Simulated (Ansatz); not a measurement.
**HfH (quartet): the correlation ladder, def2-TZVP**

Aim: climb from Hartree-Fock through coupled cluster for HfH (quartet) at one geometry and basis, and see what each rung misses.

The runs use Ansatz 0.2.0, Gaussian basis; def2-TZVP, core rule «outside noble gas», up to 4 orbitals frozen.

The runs, in order: UHF; CCSD(T) on ROHF; CCSD(T) on UHF; CISD; CCSDT(Q) on ROHF; CCSDT(Q) on UHF; Full CI.

21 further runs of the same task are left out: 9 for a known fault of the program, 4 that didn't finish, 8 set aside as unsound or not needed.

## (1) The system

The geometry is a PBE0/def2-TZVP stationary point (not a proven minimum). No spin-orbit coupling is included. Elements past krypton take def2 core potentials.

2 atoms, charge 0, spin multiplicity 4.

Atoms are counted from 1 here; the program's logs count them from 0.

Bond lengths: Hf1–H2 1.865 Å.

## (2) UHF

in.yaml reads:

```yaml
crystal:
  periodic: [false, false, false]
  atoms:
    - {symbol: Hf, position_ang: [0.000000, 0.000000, 0.000000]}
    - {symbol: H, position_ang: [0.000000, 0.000000, 1.864769]}
basis:
  gaussian: {orbitals: def2-TZVP}
magnetization: {spin_polarized: true, initial_magnetization: 3}
hamiltonian: {xc: hf}
output: {orbitals: {seedname: orbitals}}
```

Run with:

```bash
$ ansatz run in.yaml --threads 1 --pin off --events-out ev --progress --plain --max-ram 2393MiB
```

After this run come: CCSD(T) on ROHF; CCSD(T) on UHF; CISD; CCSDT(Q) on ROHF; CCSDT(Q) on UHF; Full CI.

**Question.** What will the summary of the whole plan be? Wanted: FCI below the RHF energy; RMP2 from FCI; UMP2 from FCI; RCCSD from FCI; RCCSD(T) from FCI; UCCSD(T) from FCI; RCCSDT(Q) from FCI; UCCSDT(Q) from FCI; T1 diagnostic.

**Answer**, as computed:

| quantity | value |
| --- | --- |
| FCI below the RHF energy | -1.6048 eV |
| RMP2 from FCI | +420.8 meV |
| UMP2 from FCI | +335.3 meV |
| RCCSD from FCI | +51.1 meV |
| RCCSD(T) from FCI | +15.5 meV |
| UCCSD(T) from FCI | -63.3 meV |
| RCCSDT(Q) from FCI | -11.6 meV |
| UCCSDT(Q) from FCI | -82.3 meV |
| levels within 1 kcal/mol (43 meV) | UCCSD, RCCSD(T), RCCSDT, RCCSDT(Q) |
| T1 diagnostic | 0.029 |
| effectively unpaired electrons | 3.16 |

In words: RCCSD(T) misses by +15.5 meV, 1.0 % of the correlation energy. CCSD(T) misses by +15.5 meV on the restricted determinant and by -63.3 meV on the unrestricted one; the two need not hold the same state or core. UCCSD, UCCSD(T), RCCSDT, UCCSDT, RCCSDT(Q), UCCSDT(Q) fall below full CI: unrestricted runs freeze a spin-polarised core, another one than full CI's, and coupled cluster isn't variational. One determinant dominates. These misses are within one basis, not against nature; the frozen cores of restricted and unrestricted runs differ, which can shift their rows.
